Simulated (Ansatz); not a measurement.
# MnGe: the cost of one run

Method: DFT LDA, scalar-relativistic, plane waves, PAW, in Ansatz 0.2.0.

## Step 1: The structure to begin with

Symmetry: P2_13, No. 198, cubic system. Conventional cell: a = 4.790 Å, b = 4.790 Å, c = 4.790 Å, α = 90.00°, β = 90.00°, γ = 90.00°. Mn (site symmetry 3) is surrounded by 7 Ge at 2.43 to 2.69 Å. Around Ge (site symmetry 3) lie 7 Mn at 2.43 to 2.69 Å.

As a file:

```
Mn Ge
1.0
     4.79000    0.00000    0.00000
     0.00000    4.79000    0.00000
     0.00000    0.00000    4.79000
Mn Ge
4 4
Cartesian
  0.6514 0.6514 0.6514
  3.0464 1.7436 4.1386
  4.1386 3.0464 1.7436
  1.7436 4.1386 3.0464
  4.0380 4.0380 4.0380
  1.6430 3.1470 0.7520
  0.7520 1.6430 3.1470
  3.1470 0.7520 1.6430
```

## Step 2: Relaxing cell and atoms: MnGe, no spin

Contents of input.yaml:

```yaml
crystal:
  lattice:
    - [4.79, 0.0, 0.0]
    - [0.0, 4.79, 0.0]
    - [0.0, 0.0, 4.79]
  atoms:
    - { symbol: Mn, position: [0.136, 0.136, 0.136] }
    - { symbol: Mn, position: [0.636, 0.364, 0.864] }
    - { symbol: Mn, position: [0.864, 0.636, 0.364] }
    - { symbol: Mn, position: [0.364, 0.864, 0.636] }
    - { symbol: Ge, position: [0.843, 0.843, 0.843] }
    - { symbol: Ge, position: [0.343, 0.657, 0.157] }
    - { symbol: Ge, position: [0.157, 0.343, 0.657] }
    - { symbol: Ge, position: [0.657, 0.157, 0.343] }
scf:
  occupations: { method: gaussian, width: 0.05 }
output:
  forces: true
  stress: true
  eigenvalues: true
  write_density: true
  write_potential: true
  elf: true
  volumetric_format: npy
hamiltonian:
  xc: lda
kpoints:
  mp_grid: { grid: [8, 8, 8] }
relax:
  f_tol: 0.01
  adjacent_minimum: "off"
  max_steps: 40
  cell: { stress_tol: 0.05, p_target: 0, fix: [shape] }
```

Started as:

```bash
> ansatz run input.yaml --threads 8 --pin off --max-ram 16384MiB --backend cpu --events-out ev --progress --plain --runs-dir out
```

Q: Estimate wall time and peak memory on 8 threads of Intel Xeon Platinum 8488C (Sapphire Rapids), shared host.

About 25 s, with a peak of 0.86 GiB.
